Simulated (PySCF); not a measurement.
# Pd₂Cl⁺: a ladder of methods and rigid scans

Aim: at the PBE0 minimum of triplet Pd₂Cl⁺, found before, compare methods on energies and levels. Rigid scans about the minimum follow.

Computed with PySCF 2.14.0. Level: several methods, basis Cl def2-TZVP, Pd def2-TZVP with ECP28, scalar-relativistic core potentials, no spin–orbit coupling, density fitting.

## (1) The system as given

3 atoms, charge 1, spin multiplicity 3.

Bond lengths: Cl1–Pd2 2.304 Å, Cl1–Pd3 2.304 Å. Angles: Pd2–Cl1–Pd3 115.0°.

Coordinates in bohr (charge 1 multiplicity 3):
```
Cl    1.9946    0.2364    0.0000
Pd   -0.3292   -0.0390    3.6709
Pd   -0.3294   -0.0390   -3.6709
```

## (2) PBE0

The steps are one call of a driver around PySCF; scf.py gives each level's set-up. Each SCF starts from the density of the minimum. The driver also runs the species with one electron less or more at the same geometry (one less: multiplicity 4, one more: multiplicity 2); their logs are not shown.

File scf.py:

```python
from pyscf import gto, scf, dft
mol = gto.M(atom='''
Cl     1.055501     0.125097    -0.000026
Pd    -0.174214    -0.020648     1.942570
Pd    -0.174308    -0.020659    -1.942562''',
    basis={'Cl': 'def2-TZVP', 'Pd': 'def2-TZVP'},
    ecp={'Pd': 'def2-TZVP'},
    charge=1, spin=2)
mf = dft.UKS(mol, xc='PBE0')
mf.grids.atom_grid = (99, 590)
aux = {'Cl': 'def2-universal-JKFIT', 'Pd': 'def2-universal-JKFIT'}
mf = mf.density_fit(auxbasis=aux)
mf.kernel()
```

## (3) HF

scf.py, as its differences from that of step 2:

```diff
@@ -9,2 +9 @@
-mf = dft.UKS(mol, xc='PBE0')
-mf.grids.atom_grid = (99, 590)
+mf = scf.UHF(mol)
```

## (4) MP2

scf.py, as its differences from that of step 3:

```diff
@@ -12,0 +13,2 @@
+from pyscf.mp import dfump2
+dfump2.DFUMP2(mf, frozen=5).kernel()  # the driver gives MP2 a fitting basis of its own (RI)
```

## (5) PBE

scf.py, as its differences from that of step 4:

```diff
@@ -9 +9,2 @@
-mf = scf.UHF(mol)
+mf = dft.UKS(mol, xc='PBE')
+mf.grids.atom_grid = (99, 590)
@@ -13,2 +13,0 @@
-from pyscf.mp import dfump2
-dfump2.DFUMP2(mf, frozen=5).kernel()  # the driver gives MP2 a fitting basis of its own (RI)
```

## (6) r2SCAN

scf.py, as its differences from that of step 5:

```diff
@@ -9 +9 @@
-mf = dft.UKS(mol, xc='PBE')
+mf = dft.UKS(mol, xc='R2SCAN')
```

## (7) B3LYP

scf.py, as its differences from that of step 6:

```diff
@@ -9 +9 @@
-mf = dft.UKS(mol, xc='R2SCAN')
+mf = dft.UKS(mol, xc='B3LYP')
```

## (8) TPSSh

scf.py, as its differences from that of step 7:

```diff
@@ -9 +9 @@
-mf = dft.UKS(mol, xc='B3LYP')
+mf = dft.UKS(mol, xc='TPSSH')
```

## (9) TPSS

scf.py, as its differences from that of step 8:

```diff
@@ -9 +9 @@
-mf = dft.UKS(mol, xc='TPSSH')
+mf = dft.UKS(mol, xc='TPSS')
```

## (10) BP86

scf.py, as its differences from that of step 9:

```diff
@@ -9 +9 @@
-mf = dft.UKS(mol, xc='TPSS')
+mf = dft.UKS(mol, xc='B88,P86')
```

## (12) Breathing scan

A rigid scan with PBE0: all bonds to the central atom are scaled together. Each point starts from its neighbour's orbitals, and energies count from the minimum. Dipoles of the ion refer to the centre of mass.

(Steps that only read results are left out.)

What does the calculation give? Wanted: vertical ionisation energy, range; vertical electron affinity, range; orbital gap, range; all bonds 4 % longer.

**Answer**, as computed:

| quantity | value |
| --- | --- |
| vertical ionisation energy, range | 14.12 (HF) to 15.27 (MP2) eV |
| vertical electron affinity, range | 4.35 (HF) to 7.78 (BP86) eV |
| orbital gap, range | 0.32 (PBE) to 11.40 (HF) eV |
| all bonds 4 % longer | 6.1 kJ/mol |

**Reading.** The vertical ionisation energy spreads over 1.14 eV, from HF to MP2; without a CCSD(T) value for it there is no yardstick here. Spin contamination is strong in at least one of the open-shell species at HF, MP2. Shortening all bonds by 4 % costs 8.1 kJ/mol and lengthening them 6.1: the wall is steeper on the short side. Other spin states or occupations of the open shell can lie lower.
